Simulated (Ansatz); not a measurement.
# Br2HInS2: taking an electron away

Aim: the vertical ionisation energy of Br2HInS2, as cation minus neutral at the neutral's geometry, on several levels, and how well −ε(HOMO) stands in for it.

The runs use Ansatz 0.2.0, Gaussian basis; unrestricted cation, the program's frozen cores in correlated methods.

Plan: UKS PBE-D4/def2-TZVPP; UKS r2SCAN-D4/def2-TZVPP; UKS PBE0-D4/def2-TZVPP; UKS B3LYP-D4/def2-TZVPP; UKS wB97X-V/def2-TZVPP; UKS wB97M-V/def2-TZVPP; UKS B2PLYP/def2-TZVPP; UHF-CCSD(T)/def2-TZVPP; UHF-MP2/def2-QZVPP; extrapolation to the limit; then −ε(HOMO) from the neutral's earlier runs with LDA (SPW92), PBE-D4, revPBE-D4, BLYP-D4, r2SCAN-D4, B97M-V, PBE0-D4, B3LYP-D4, r2SCANh-D4, r2SCAN0-D4, HSE06-D4, BHLYP-D4, CAM-B3LYP-D4, LC-ωPBE, ωB97X-V, ωB97M-V.

**1. The relaxed structure**

All runs share one geometry, relaxed beforehand with PBE0-D4 in a triple-zeta def2 set. In takes the def2 core potential; no spin-orbit term is included.

6 atoms, charge 0, spin multiplicity 1.

Atoms are counted from 1 here; the program's logs count them from 0.

Bond lengths: S1–S2 2.057 Å, S1–H6 1.346 Å, S2–In3 2.389 Å, In3–Br4 2.452 Å, In3–Br5 2.447 Å. Angles: S2–S1–H6 98.1°, S1–S2–In3 102.1°, S2–In3–Br4 120.2°, S2–In3–Br5 120.8°, Br4–In3–Br5 119.0°.

**2. Cation, UKS PBE-D4/def2-TZVPP**

The input, in.yaml:

```yaml
crystal:
  periodic: [false, false, false]
  atoms:
    - {symbol: S, position_ang: [0.923012, 1.888002, 0.957822]}
    - {symbol: S, position_ang: [0.199428, 0.078402, 1.615964]}
    - {symbol: In, position_ang: [-0.156476, -1.092781, -0.435464]}
    - {symbol: Br, position_ang: [-0.828784, -3.450784, -0.409981]}
    - {symbol: Br, position_ang: [0.114124, 0.038741, -2.588113]}
    - {symbol: H, position_ang: [-0.251304, 2.538419, 0.859774]}
basis:
  gaussian: {orbitals: def2-TZVPP}
total_charge: 1
magnetization: {spin_polarized: true, initial_magnetization: 1}
hamiltonian: {xc: pbe, dispersion: d4}
```

The run is started by

```bash
$ ansatz run in.yaml --threads 2 --pin off --events-out ev --progress --plain --max-ram 32768MiB --backend cpu
```

After this run come: Cation, UKS r2SCAN-D4/def2-TZVPP; Cation, UKS PBE0-D4/def2-TZVPP; Cation, UKS B3LYP-D4/def2-TZVPP; Cation, UKS wB97X-V/def2-TZVPP; Cation, UKS wB97M-V/def2-TZVPP; Cation, UKS B2PLYP (frozen core)/def2-TZVPP; Cation, UHF-CCSD(T)/def2-TZVPP; Cation, UHF-MP2/def2-QZVPP.

Before running them: what should the planned runs give, taken together? Wanted: ionisation energy, CCSD(T)/CBS; nearest functional by difference; nearest −ε(HOMO); −ε(HOMO) of PBE; T1 of the cation.

**Answer**, as computed:

```
                        quantity               value
  ionisation energy, CCSD(T)/CBS             9.49 eV
nearest functional by difference  ωB97X-V (-0.06 eV)
                nearest −ε(HOMO)  ωB97M-V (-0.04 eV)
                 −ε(HOMO) of PBE             6.32 eV
                T1 of the cation               0.022
```

What this shows: Energy differences with functionals land within 0.56 eV of the reference. The PBE orbital energy is 3.2 eV too small: a semilocal HOMO is no ionisation energy. Among orbital estimates ωB97M-V comes nearest. Hartree-Fock falls 0.91 eV short, as the neutral has more correlation energy than the cation. Correlated methods include outer-core shells of Br, In, which these sets cover unevenly. With outer-core shells in play the reference is unsure by up to some tenths of an eV, so close misses can't be ranked.
